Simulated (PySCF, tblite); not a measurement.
# C7H15N: geometry, infrared bands and NMR shifts

What infrared bands and NMR shifts should C7H15N (`CC[C@@H]1CCCNC1`) show?

Programs: tblite 0.8.0 and PySCF 2.14.0, with density-fitted response routines of our own. Each step states its level of theory. These are calculated values for one molecule in the gas phase, unless marked as measured. Atoms count from 0, in the outputs and in this text.

### Step 1. The molecule as given

23 atoms, charge 0, multiplicity 1; geometry from: force field or distance geometry start.

Bonds of the start (Å): C0–C1 1.48, C1–C2 1.52, C2–C3 1.48, C3–C4 1.49, C4–C5 1.51, C5–N6 1.44, N6–C7 1.42, C7–C2 1.50, C0–H8 1.13, C0–H9 1.10, C0–H10 1.11, C1–H11 1.13, C1–H12 1.10, C2–H13 1.12, C3–H14 1.12, C3–H15 1.11, C4–H16 1.12, C4–H17 1.12, C5–H18 1.10, C5–H19 1.11, N6–H20 1.04, C7–H21 1.12, C7–H22 1.12.

### Step 2. Optimising the geometry with GFN2-xTB

What the job is given:

```
{"job": {"kind": "relax", "xc": "GFN2-xTB", "basis": "xTB"}, "charge": 0, "multiplicity": 1}
C     -2.656800     0.288600     0.720700
C     -1.626800    -0.567400     0.083800
C     -0.453000     0.193800    -0.508100
C      0.470300    -0.806600    -1.094600
C      1.812100    -0.929800    -0.458700
C      2.344000     0.395600     0.046000
N      1.380800     0.837300     1.020500
C      0.156200     1.209700     0.405000
H     -3.645600    -0.155700     0.415400
H     -2.677000     1.333400     0.364300
H     -2.643800     0.197200     1.827200
H     -1.236400    -1.360000     0.781100
H     -2.103100    -1.114500    -0.738700
H     -0.899400     0.760600    -1.367300
H     -0.018100    -1.814100    -1.013800
H      0.559700    -0.640300    -2.184100
H      2.509800    -1.341900    -1.228000
H      1.797000    -1.686200     0.365400
H      2.458500     1.078500    -0.803400
H      3.339900     0.245000     0.514900
H      1.290400     0.212700     1.847300
H     -0.530300     1.564600     1.214900
H      0.367000     2.126600    -0.199700
```

Launch:

```
$ OMP_NUM_THREADS=1 python probes_run.py task.json out
```

The driver reads the jobs from task.json and runs them one after another.

**Question.** This job is followed by: GFN2-xTB harmonic vibrations, gas phase; GIAO PBE0/pcSseg-1 NMR shielding, non-relativistic, gas phase. What will the session give for the following? strongest single infrared mode (GFN2-xTB); zero-point energy (GFN2-xTB); 13C shifts against TMS (PBE0/pcSseg-1); 1H shifts against TMS (PBE0/pcSseg-1, means over atoms taken as alike); 15N shifts against NH3 (PBE0/pcSseg-1); surface potential, 1st and 99th percentile.

As calculated:

```
                                                              quantity                                                                             value
                             strongest single infrared mode (GFN2-xTB)                                                              2986 cm⁻¹, 98 km/mol
                                          zero-point energy (GFN2-xTB)                                                                    133.3 kcal/mol
                                13C shifts against TMS (PBE0/pcSseg-1)                                      51.8, 50.1, 38.8, 36.2, 26.9, 25.9, 14.5 ppm
1H shifts against TMS (PBE0/pcSseg-1, means over atoms taken as alike)  3.09, 3.09, 2.75, 2.60, 1.82, 1.79, 1.66, 1.40, 1.14, 1.14, 1.00, 0.96, 0.54 ppm
                                15N shifts against NH3 (PBE0/pcSseg-1)                                                                          41.7 ppm
                                 surface potential, 1st and 99th percentile                                                                -1.75 V and 1.05 V
```

What this shows: Relaxing lowered the energy by 0.997 eV in 85 steps; the close pair that moved most is C2–C3, from 1.482 to 1.535 Å. All 63 modes are real, so the xTB geometry is a minimum. The strongest single mode, at 2986 cm⁻¹, moves mainly H16 and H17. Unscaled tight-binding wavenumbers are off by several per cent, some by more. Its intensities can rank the bands wrongly. At PBE0/pcSseg-1: Shielding is most anisotropic at N6 (span 75 ppm, paramagnetic term -96 ppm).
